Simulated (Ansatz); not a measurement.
# MnSe: a two-dimensional strain map

Aim: for MnSe, strain the cell in the xy plane and along z independently.

Computed with Ansatz 0.2.0 (DFT PBEsol, scalar-relativistic, plane waves, PAW, unless a step's input says otherwise).

### Step 1. The structure to begin with

Symmetry: F-43m, No. 216, cubic system. The conventional cell has a = 5.820 Å, b = 5.820 Å, c = 5.820 Å, α = 90.00°, β = 90.00°, γ = 90.00°. Mn (site symmetry -43m) has 4 Se at 2.52 Å in its first shell of neighbours. Se (site symmetry -43m) is surrounded by 4 Mn at 2.52 Å.

Coordinates:

```
CELL_PARAMETERS angstrom
0.00000 2.91000 2.91000
2.91000 0.00000 2.91000
2.91000 2.91000 0.00000
ATOMIC_POSITIONS crystal
Mn 0.00000 0.00000 0.00000
Se 0.75000 0.75000 0.75000
```

No relaxation comes first: the listed cell is the starting point.

### Step 2. The reference cell

The reference gives a free energy of -9293.2688 eV, pressure -0.30 GPa, largest force 0.000 eV/Å and gap on the mesh none (metal). It was computed beforehand with the settings of the runs below.

### Step 3. Next: a two-dimensional strain map

The cell is strained by p along both x and y and by q along z, with fractional coordinates fixed.

### Step 4. At p = -0.050, q = -0.050

Input file input.yaml:

```yaml
crystal:
  lattice:
    - [0.0, 2.7645, 2.7645]
    - [2.7645, 0.0, 2.7645]
    - [2.7645, 2.7645, 0.0]
  atoms:
    - { symbol: Mn, position: [0.0, 0.0, 0.0], spin: 4.58 }
    - { symbol: Se, position: [0.75, 0.75, 0.75] }
basis:
  ecutwfc: 420
kpoints:
  mp_grid: { grid: [14, 14, 14] }
hamiltonian:
  xc: pbesol
scf:
  occupations: { method: gaussian, width: 0.15 }
output:
  forces: true
  stress: true
  eigenvalues: true
  populations: true
magnetization:
  spin_polarized: true
```

On the command line:

```console
> ansatz run input.yaml --threads 1 --pin off --max-ram 2560MiB --backend cpu --events-out ev --progress --plain --runs-dir out
```

### Step 5. p = -0.050, q = 0.000

input.yaml, as its differences from that of step 4:

```diff
@@ -2,4 +2,4 @@
   lattice:
-    - [0.0, 2.7645, 2.7645]
-    - [2.7645, 0.0, 2.7645]
+    - [0.0, 2.7645, 2.91]
+    - [2.7645, 0.0, 2.91]
     - [2.7645, 2.7645, 0.0]
```

### Step 6. p = -0.050, q = 0.050

input.yaml, as its differences from that of step 5:

```diff
@@ -2,4 +2,4 @@
   lattice:
-    - [0.0, 2.7645, 2.91]
-    - [2.7645, 0.0, 2.91]
+    - [0.0, 2.7645, 3.0555]
+    - [2.7645, 0.0, 3.0555]
     - [2.7645, 2.7645, 0.0]
@@ -21,2 +21,6 @@
   populations: true
+  write_density: true
+  write_potential: true
+  elf: true
+  volumetric_format: npy
 magnetization:
```

### Step 7. p = 0.000, q = -0.050

input.yaml, as its differences from that of step 6:

```diff
@@ -2,5 +2,5 @@
   lattice:
-    - [0.0, 2.7645, 3.0555]
-    - [2.7645, 0.0, 3.0555]
-    - [2.7645, 2.7645, 0.0]
+    - [0.0, 2.91, 2.7645]
+    - [2.91, 0.0, 2.7645]
+    - [2.91, 2.91, 0.0]
   atoms:
```

### Step 8. p = 0.000, q = 0.050

input.yaml, as its differences from that of step 7:

```diff
@@ -2,4 +2,4 @@
   lattice:
-    - [0.0, 2.91, 2.7645]
-    - [2.91, 0.0, 2.7645]
+    - [0.0, 2.91, 3.0555]
+    - [2.91, 0.0, 3.0555]
     - [2.91, 2.91, 0.0]
@@ -21,6 +21,2 @@
   populations: true
-  write_density: true
-  write_potential: true
-  elf: true
-  volumetric_format: npy
 magnetization:
```

### Step 9. Point p = 0.050, q = -0.050

input.yaml, as its differences from that of step 8:

```diff
@@ -2,5 +2,5 @@
   lattice:
-    - [0.0, 2.91, 3.0555]
-    - [2.91, 0.0, 3.0555]
-    - [2.91, 2.91, 0.0]
+    - [0.0, 3.0555, 2.7645]
+    - [3.0555, 0.0, 2.7645]
+    - [3.0555, 3.0555, 0.0]
   atoms:
@@ -21,2 +21,6 @@
   populations: true
+  write_density: true
+  write_potential: true
+  elf: true
+  volumetric_format: npy
 magnetization:
```

(Steps that only read results are left out.)

Q: Predict the outcome of this session. Wanted: highest point; lowest point away from the origin.

As calculated:

```
                         quantity                                       value
                    highest point  61.4 meV/atom at (p, q) = (-0.050, -0.050)
lowest point away from the origin             7.0 meV/atom at (0.000, -0.050)
```

What this shows: No computed point lies below the origin. With one magnetic atom in the cell only ferromagnetic order fits, and no U was applied, so an antiferromagnetic state was not tested. Without a U such compounds often come out metallic though many are antiferromagnetic insulators.
